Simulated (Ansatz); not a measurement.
**SbH3 (singlet): wave-function methods side by side, def2-SVP**

Aim: climb from Hartree-Fock through coupled cluster and multireference methods for SbH3 (singlet) at one geometry and basis, and see what each rung misses.

The runs use Ansatz 0.2.0, Gaussian basis; def2-SVP, core rule «outside noble gas», up to 9 orbitals frozen.

The runs, in order: UHF; CCSD(T) on RHF; BCCD(T) on RHF; CISD; CCSDT(Q) on RHF; CCSDTQ on RHF; CASSCF and MRCISD+Q, 8 electrons in 7 orbitals; CASSCF and MRCISD+Q(relaxed), 8 electrons in 7 orbitals; CASSCF and NEVPT2, 8 electrons in 7 orbitals.

1 further run of the same task is left out (set aside as unsound or not needed).

### 1 The system

The geometry is a PBE0/def2-TZVP stationary point (not a proven minimum). No spin-orbit coupling is included. Elements past krypton take def2 core potentials.

4 atoms, charge 0, spin multiplicity 1.

Atoms are counted from 1 here; the program's logs count them from 0.

Bond lengths: Sb1–H2 1.708 Å, Sb1–H3 1.708 Å, Sb1–H4 1.708 Å. Angles: H2–Sb1–H3 91.4°, H2–Sb1–H4 91.4°, H3–Sb1–H4 91.4°.

### 2 UHF

File in.yaml:

```yaml
crystal:
  periodic: [false, false, false]
  atoms:
    - {symbol: Sb, position_ang: [0.000114, -0.000006, -0.023295]}
    - {symbol: H, position_ang: [1.406538, 0.011908, 0.944916]}
    - {symbol: H, position_ang: [-0.720262, 1.216511, 0.934174]}
    - {symbol: H, position_ang: [-0.700068, -1.227677, 0.934918]}
basis:
  gaussian: {orbitals: def2-SVP}
magnetization: {spin_polarized: true, initial_magnetization: 0}
hamiltonian: {xc: hf}
output: {orbitals: {seedname: orbitals}}
```

The run is started by

```sh
$ ansatz run in.yaml --threads 1 --pin off --events-out ev --progress --plain --max-ram 4096MiB --backend cpu
```

Further steps of the session: CCSD(T) on RHF; BCCD(T) on RHF; CISD; CCSDT(Q) on RHF; CCSDTQ on RHF; CASSCF and MRCISD+Q, 8 electrons in 7 orbitals; CASSCF and MRCISD+Q(relaxed), 8 electrons in 7 orbitals; CASSCF and NEVPT2, 8 electrons in 7 orbitals.

**Question.** What will the summary of the whole plan be? Wanted: RCCSDTQ below the RHF energy; RMP2 from RCCSDTQ; RCCSD from RCCSDTQ; RCCSD(T) from RCCSDTQ; RCCSDT(Q) from RCCSDTQ; NEVPT2 valence from RCCSDTQ; MRCISD+Q valence from RCCSDTQ; MRCISD+Q(relaxed) valence from RCCSDTQ; T1 diagnostic.

As calculated:

```
                              quantity                                                                              value
          RCCSDTQ below the RHF energy                                                                         -3.8275 eV
                     RMP2 from RCCSDTQ                                                                         +854.0 meV
                    RCCSD from RCCSDTQ                                                                          +98.1 meV
                 RCCSD(T) from RCCSDTQ                                                                          +19.1 meV
                RCCSDT(Q) from RCCSDTQ                                                                           +0.5 meV
           NEVPT2 valence from RCCSDTQ                                                                         +630.7 meV
         MRCISD+Q valence from RCCSDTQ                                                                           -3.9 meV
MRCISD+Q(relaxed) valence from RCCSDTQ                                                                          -25.6 meV
     levels within 1 kcal/mol (43 meV)  RCCSD(T), BCCD(T), RCCSDT, RCCSDT(Q), MRCISD+Q valence, MRCISD+Q(relaxed) valence
                         T1 diagnostic                                                                              0.013
        effectively unpaired electrons                                                                               0.03
```

RCCSD(T) misses by +19.1 meV, 0.5 % of the correlation energy. One determinant dominates. Of the multireference levels listed MRCISD+Q valence comes nearest in total energy (-3.9 meV), which doesn't show that its space is the better one. These misses are within one basis, not against nature.
